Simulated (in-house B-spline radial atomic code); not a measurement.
# Mn²⁺: density, ELF and screening along the radius

How do the shells of Mn²⁺ show in real space, and how much do the settings move them?

The numbers are computed with in-house B-spline radial atomic code version 1 (several methods, spin-polarised, as named in each step; spherical all-electron atom at the radial basis limit), except any that are marked as measured or tabulated.

## Step 1: What is computed

```
element       : manganese (Z = 25)
charge        : +2
electrons     : 23
configuration : [Ar] 3d4 4s1
nucleus       : point (non-relativistic runs) or finite (X2C runs)
```

Outer shells as boxes (Hund's rule):

[Ar] 3d4 4s1
```
[Ar] core
3d [↑ ][↑ ][↑ ][↑ ][  ]
4s [↑ ]
```

Where spins are not typed, each open shell is filled with up spins first.

## Step 2: PBE, X2C, [Ar] 3d4 4s1

The run's settings:

```ini
Z = 25
electrons = 23.0
configuration = [Ar] 3d4 4s1
hamiltonian = x2c
method = pbe,pbe
spin_polarised = True
nucleus = fermi
rms_radius = 3.7057
mass_number = 55
atomic_mass = 54.93804304
speed_of_light = 137.035999084
```

Launch:

```console
> python run_scf.py task.json out
```

task.json lists these runs, among others, and the program works through them in turn.

## Step 3: LDA (VWN5), X2C, [Ne] 3s2 3p5 3d5 4f1

Settings: those of step 2 with these lines changed.

```diff
@@ -2,5 +2,5 @@
 electrons = 23.0
-configuration = [Ar] 3d4 4s1
+configuration = [Ne] 3s2 3p5 3d5 4f1
 hamiltonian = x2c
-method = pbe,pbe
+method = lda,vwn
 spin_polarised = True
```

Q: How large is the system in each run, where do the shell borders lie, and what is the highest level?

As calculated:

| run | total energy (hartree) | highest level (eV) | radius holding 50 / 90 / 99 % (bohr) | radius at n = 0.001 (bohr) | ELF minima on the full grid (bohr) |
| --- | --- | --- | --- | --- | --- |
| PBE, X2C, [Ar] 3d4 4s1 | -1157.1961 | -22.442 | 0.545 / 1.44 / 3.09 | 3.61 | 0.091, 0.44, 1.8 |
| LDA (VWN5), X2C, [Ne] 3s2 3p5 3d5 4f1 | -1152.7131 | -6.429 | 0.541 / 1.46 / 6.98 | 3.37 | 0.091, 0.41, 2.9 |

In the first run ELF has 3 minima on the grid, which mark the borders between shells. On the record's full grid the screened charge (r times the electrostatic potential) falls from 24.9 near the nucleus to 2.00 at 8.6 bohr; far out it tends to the net charge, 2. The radius that holds 99 % of the electrons runs from 3.09 bohr (PBE, X2C, [Ar] 3d4 4s1) to 6.98 bohr (LDA (VWN5), X2C, [Ne] 3s2 3p5 3d5 4f1). The grid is coarse (about 21 % a step), so the places of minima are rough. For X2C runs ELF uses the non-relativistic kinetic energy density, and the fields carry no picture-change correction.
